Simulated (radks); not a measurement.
# Taking charge from the 3s level of Mn³⁺ in fractions

The task here is to estimate one member of a computed series from the others.

Program: radks (a radial shooting solver on a logarithmic mesh, Libxc functionals) version 1. Level of theory: scalar-relativistic Kohn-Sham, r2SCAN, spin-unpolarised, spherical densities, finite nucleus. These are calculated values, not measurements, unless marked.

### The system

* element: manganese (Z = 25)
* charge: +3
* electrons: 22
* configuration: [Ar] 3d4
* nuclear rms radius: 3.7057 fm

The outer shells:

Mn³⁺
```
[Ar] core
3d [↑ ][↑ ][↑ ][↑ ][  ]
```

Set-up of the first run:

Input:

```text
Z 25
configuration [Ar] 3d4
relativity scalar-relativistic
functional r2scan,r2scan
spin unpolarised
nucleus finite rms 3.7057 fm
c 137.035999084
```

Among the steps run: Start: [Ar] 3d4.

One of the session's tables, all rows but one given; the rest of the session is left out.

It belongs to the step «Start: [Ar] 3d4». Radial moments (bohr):

| level | <r> | outermost maximum (interpolated) | 90 % within | nodes |
| --- | --- | --- | --- | --- |
| 1s | 0.06091 | 0.0399 | 0.109 | 0 |
| 2s | 0.2788 | 0.232 | 0.432 | 1 |
| 2p | ? | ? | ? | ? |
| 3s | 0.8439 | 0.733 | 1.26 | 2 |
| 3p | 0.8893 | 0.749 | 1.36 | 1 |
| 3d | 1.041 | 0.744 | 1.74 | 0 |

Estimate the missing values for 2p.

**Answer.** <r>: 0.2469; outermost maximum (interpolated): 0.188; 90 % within: 0.404; nodes: 0. In the column «<r>» it lies between 1s (0.06091) and 2s (0.2788).
